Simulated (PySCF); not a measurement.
**ZrOF: structure of the doublet**

Aim: relax ZrOF as a doublet from a bent start, check by its vibrations whether the end is a minimum, and collect its spectrum and constants.

Method: PBE0, basis Zr def2-TZVP with ECP28, O def2-TZVP, F def2-TZVP, scalar-relativistic core potentials, no spin–orbit coupling, density fitting; program: PySCF 2.14.0.

### 1 The system as given

3 atoms, charge 0, spin multiplicity 2.

Bond lengths: Zr1–O2 1.840 Å, Zr1–F3 2.180 Å. Angles: O2–Zr1–F3 110.0°.

```xyz
3
charge 0 multiplicity 2
Zr    0.0000    0.0000    0.0000
O    -1.5072    0.0000    1.0554
F     1.7858    0.0000    1.2504
```

### 2 The SCF at the typed geometry

One driver script runs all steps and calls PySCF; scf.py shows how it sets up the SCF of each step. The optimiser is the driver's own. After this first run the driver tries any further starts and a stability analysis.

The input, scf.py:

```python
from pyscf import gto, scf, dft
mol = gto.M(atom='''
Zr     0.000000     0.000000     0.000000
O     -1.507200     0.000000     1.055400
F      1.785800     0.000000     1.250400''',
    basis={'Zr': 'def2-TZVP', 'O': 'def2-TZVP', 'F': 'def2-TZVP'},
    ecp={'Zr': 'def2-TZVP'},
    charge=0, spin=1)
mf = dft.UKS(mol, xc='PBE0')
mf.grids.atom_grid = (50, 194)
aux = {'Zr': 'def2-universal-JKFIT', 'O': 'def2-universal-JKFIT', 'F': 'def2-universal-JKFIT'}
mf = mf.density_fit(auxbasis=aux)
mf.conv_tol = 1e-08
mf.diis_space = 10
mf.max_cycle = 60
mf.init_guess = 'minao'
mf.verbose = 4
mf.kernel()
```

Run with:

```sh
$ OMP_NUM_THREADS=4 python axn.py task.json out
```

Further steps of the session: Relaxation: bent start, doublet; Hessian and properties.

Before running it: what results should come out? Wanted: minimum; geometry; wavenumbers; dipole moment; highest occupied, lowest empty level; polar-tensor charge of Zr1; zero-point energy; atomisation energy; ⟨S²⟩.

The runs gave:

| quantity | value |
| --- | --- |
| minimum | doublet, Cs |
| geometry | Zr–F 1.908 Å, Zr–O 1.725 Å; F–Zr–O 108.1° |
| wavenumbers (cm⁻¹) | 233 (a'), 653 (a'), 993 (a') |
| dipole moment | 4.58 D |
| highest occupied, lowest empty level (either spin) | -5.42, -2.65 eV |
| polar-tensor charge of Zr1 | +1.61 e |
| zero-point energy | 11.2 kJ/mol |
| entropy at 298.15 K | 284.3 J/(mol K) |
| atomisation energy (no zero-point energy) | 1357 kJ/mol |
| ⟨S²⟩ | 0.753 |

The molecule stays Cs, as typed, and the end point is a minimum. The strongest infrared band lies at 993 cm⁻¹ (a', stretch). Most of the spin sits on Zr1 (Mulliken spin 1.07, against 1 for the whole molecule). The first SCF alone would have been 45 kJ/mol too high. Other starts or spin states, not run here, may lie lower. One determinant may miss the lowest occupation of an open d or f shell.
